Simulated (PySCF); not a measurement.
# C2H8BBrSi: the cost of one run

Programs: PySCF 2.14.0, with density-fitted response routines of our own. Each step states its level of theory. These are calculated values for one molecule in the gas phase, unless marked as measured. Atoms are numbered from 0 throughout.

### Step 1. The molecule as given

13 atoms, charge 0, multiplicity 1; geometry from: GFN2-xTB. The atoms were then displaced at random by about 0.01 Å, so the start is not that level's minimum.

Bonds of the start (Å): C0–C1 1.55, C1–Si2 1.95, C1–B3 1.57, B3–Br4 1.86, C0–H5 1.10, C0–H6 1.08, C0–H7 1.08, C1–H8 1.08, Si2–H9 1.44, Si2–H10 1.46, Si2–H11 1.47, B3–H12 1.16.

### Step 2. Optimising the geometry at PBE0-D3(BJ)/def2-SVP

The job: settings as JSON, then the geometry in Å.

```
{"job": {"xc": "PBE0", "basis": "def2-SVP", "d3": "d3bj", "grid": 1, "shake": 0.01, "kind": "geom"}, "charge": 0, "multiplicity": 1}
C      0.384890    -1.534530    -0.164360
C      0.383650     0.010310    -0.320070
Si    -1.440060     0.700590    -0.208450
B      1.239520     0.789900     0.739660
Br     1.809010     2.518710     0.371660
H     -0.327560    -1.960650    -0.880500
H      0.066230    -1.796900     0.835430
H      1.370300    -1.921550    -0.351750
H      0.697300     0.265290    -1.321370
H     -2.213970    -0.100110    -1.123620
H     -1.443360     2.112370    -0.566190
H     -1.908700     0.533030     1.174730
H      1.388580     0.366650     1.804510
```

On the command line:

```
OMP_NUM_THREADS=1 python probes_run.py task.json out
```

This one command runs all jobs of the session in turn.

**Question.** How long does this first job take on 1 thread of Arm Neoverse V1, shared host, and how much memory does it need?

About 74 s, with a peak of 0.52 GiB.
